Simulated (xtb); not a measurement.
# GaH2SF3 (SMILES [F][Ga]([F])([F])<-[SH2]): GFN2-xTB

What is the vertical singlet–triplet gap of GaH2SF3 at GFN2-xTB? 

The results are computed with xtb 6.7.1.

15 further runs of the same task are left out: 15 set aside as unsound or not needed.

## Step 1: The system as given

GaH2SF3 has 7 atoms, charge 0, and is taken as a singlet. As SMILES, `[F][Ga]([F])([F])<-[SH2]`. The shape comes from GFN2-xTB, which is rough for such elements, and wasn't checked as a minimum.

Bond lengths: Ga1–S2 2.505 Å, Ga1–F5 1.741 Å, Ga1–F6 1.763 Å, Ga1–F7 1.740 Å, S2–H3 1.339 Å, S2–H4 1.339 Å. Angles: S2–Ga1–F5 103.2°, S2–Ga1–F6 91.9°, S2–Ga1–F7 102.7°, F5–Ga1–F6 115.4°, F5–Ga1–F7 121.2°, F6–Ga1–F7 115.4°, Ga1–S2–H3 88.6°, Ga1–S2–H4 88.5°, H3–S2–H4 92.6°.

## Step 2: Energy and forces at GFN2-xTB

coord reads:

```
$coord angs
     0.1586300    -0.2707200    -0.9390200  Ga
     0.1382200    -0.2359000     1.5659000  S
     0.5075800     1.0504700     1.5180800  H
    -1.1639100     0.0734400     1.5149500  H
     1.8535100    -0.1737600    -1.3230200  F
    -0.7250000     1.2521600    -1.0272200  F
    -0.7690200    -1.6957000    -1.3096700  F
$end
```

Run with:

```
xtb --grad -- coord | tee xtb.out
```

Output, cut to the lines that bear on the results:

```text
* xtb version 6.7.1
[...]
          :  # basis functions                  34          :
[...]
          :  # electrons                        32          :
[...]
          :  Hamiltonian                  GFN2-xTB          :
[...]
          :  net charge                          0          :
          :  unpaired electrons                  0          :
[...]
   *** convergence criteria satisfied after 11 iterations ***
[...]
         ::                     SUMMARY                     ::
         :::::::::::::::::::::::::::::::::::::::::::::::::::::
         :: total energy             -19.840548286511 Eh    ::
         :: gradient norm              0.000334263039 Eh/a0 ::
         :: HOMO-LUMO gap              5.188043106910 eV    ::
         ::.................................................::
         :: SCC energy               -19.869046448518 Eh    ::
         :: -> isotropic ES            0.084954405275 Eh    ::
         :: -> anisotropic ES          0.002690039641 Eh    ::
         :: -> anisotropic XC         -0.002551860244 Eh    ::
         :: -> dispersion             -0.003740853236 Eh    ::
         :: repulsion energy           0.028498162007 Eh    ::
         :: add. restraining           0.000000000000 Eh    ::
         :: total charge               0.000000000000 e     ::
         :::::::::::::::::::::::::::::::::::::::::::::::::::::
[...]
        16        2.0000           -0.4866411             -13.2422 (HOMO)
        17                         -0.2959840              -8.0541 (LUMO)
[...]
     #   Z          covCN         q      C6AA      α(0)
     1  31 Ga       2.866     0.205   213.537    32.770
     2  16 S        2.631     0.019   140.269    19.933
     3   1 H        0.922     0.221     1.000     1.564
     4   1 H        0.922     0.221     0.999     1.563
     5   9 F        0.693    -0.210    11.348     3.977
     6   9 F        0.693    -0.246    11.736     4.045
     7   9 F        0.693    -0.210    11.353     3.978
[...]
     #   Z sym  total        # sym  WBO       # sym  WBO       # sym  WBO
 ---------------------------------------------------------------------------
     1  31 Ga   3.881 --     5 F    1.123     7 F    1.122     6 F    1.075
                             2 S    0.500
     2  16 S    2.542 --     3 H    0.919     4 H    0.918     1 Ga   0.500
     3   1 H    0.951 --     2 S    0.919
     4   1 H    0.951 --     2 S    0.918
     5   9 F    1.334 --     1 Ga   1.123
     6   9 F    1.279 --     1 Ga   1.075
     7   9 F    1.333 --     1 Ga   1.122
 ---------------------------------------------------------------------------
[...]
molecular dipole:
                 x           y           z       tot (Debye)
 q only:       -0.299       0.515       2.481
   full:       -0.304       0.524       2.195       5.789
molecular quadrupole (traceless):
[...]
          | TOTAL ENERGY              -19.840548286511 Eh   |
          | GRADIENT NORM               0.000334263039 Eh/α |
          | HOMO-LUMO GAP               5.188043106910 eV   |
           -------------------------------------------------
[...]
```

Standard error:

```text
normal termination of xtb
```

It took 0.039 s on 1 thread of Intel Xeon Platinum 8488C (Sapphire Rapids), shared host.

## Step 3: The triplet at the same level

coord is that of step 2.

Run with:

```
xtb coord --uhf 2 --grad > coord.out 2> xtb.err
```

Output, cut to the lines that bear on the results:

```text
* xtb version 6.7.1
[...]
          :  # basis functions                  34          :
[...]
          :  # electrons                        32          :
[...]
          :  Hamiltonian                  GFN2-xTB          :
[...]
          :  net charge                          0          :
          :  unpaired electrons                  2          :
[...]
   *** convergence criteria satisfied after 42 iterations ***
[...]
         ::                     SUMMARY                     ::
         :::::::::::::::::::::::::::::::::::::::::::::::::::::
         :: total energy             -19.636971077797 Eh    ::
         :: gradient norm              0.102471366202 Eh/a0 ::
         :: HOMO-LUMO gap              0.089723056603 eV    ::
         ::.................................................::
         :: SCC energy               -19.665469239804 Eh    ::
         :: -> isotropic ES            0.067809503413 Eh    ::
         :: -> anisotropic ES          0.002956638378 Eh    ::
         :: -> anisotropic XC         -0.000978313809 Eh    ::
         :: -> dispersion             -0.003757965656 Eh    ::
         :: repulsion energy           0.028498162007 Eh    ::
         :: add. restraining           0.000000000000 Eh    ::
         :: total charge               0.000000000000 e     ::
         :::::::::::::::::::::::::::::::::::::::::::::::::::::
[...]
        17        0.8501           -0.2801691              -7.6238 (HOMO)
        18        0.1499           -0.2768718              -7.5341 (LUMO)
[...]
     #   Z          covCN         q      C6AA      α(0)
     1  31 Ga       2.866     0.160   214.682    32.858
     2  16 S        2.631     0.083   137.712    19.751
     3   1 H        0.922     0.193     1.134     1.665
     4   1 H        0.922     0.193     1.134     1.665
     5   9 F        0.693    -0.199    11.236     3.958
     6   9 F        0.693    -0.231    11.576     4.017
     7   9 F        0.693    -0.199    11.240     3.958
[...]
molecular dipole:
                 x           y           z       tot (Debye)
 q only:       -0.260       0.448       2.508
   full:       -0.334       0.575       2.347       6.200
molecular quadrupole (traceless):
[...]
          | TOTAL ENERGY              -19.636971077797 Eh   |
          | GRADIENT NORM               0.102471366202 Eh/α |
          | HOMO-LUMO GAP               0.089723056603 eV   |
           -------------------------------------------------
[...]
```

Standard error:

```text
normal termination of xtb
```

It took 0.046 s on 1 thread of Intel Xeon Platinum 8488C (Sapphire Rapids), shared host.

## Step 4: Results

Level: GFN2-xTB.

| quantity | value |
| --- | --- |
| singlet: total energy | -19.84055 Eh |
| singlet: dipole moment | 5.79 D |
| singlet: HOMO energy | -13.24 eV |
| singlet: LUMO energy | -8.05 eV |
| singlet: HOMO–LUMO gap | 5.19 eV |
| singlet: dispersion energy | -9.82 kJ/mol |
| singlet: largest force on an atom | 0.011 eV/Å |
| singlet: mean polarisability (D4 model) | 67.8 bohr³ |
| triplet: total energy | -19.63697 Eh |
| triplet: dipole moment | 6.20 D |
| triplet: HOMO energy (partly filled) | -7.62 eV |
| triplet: LUMO energy | -7.53 eV |
| triplet: dispersion energy | -9.87 kJ/mol |
| triplet: largest force on an atom | 2.581 eV/Å |
| triplet: mean polarisability (D4 model) | 67.9 bohr³ |
| vertical energy of the triplet above the singlet | 5.540 eV |

**Reading.** The method runs without spin polarisation, so open shells lack the exchange term that lowers high spin: such gaps come out too high and can have the wrong sign. At this shape the triplet lies 5.54 eV (534 kJ/mol) above the singlet.
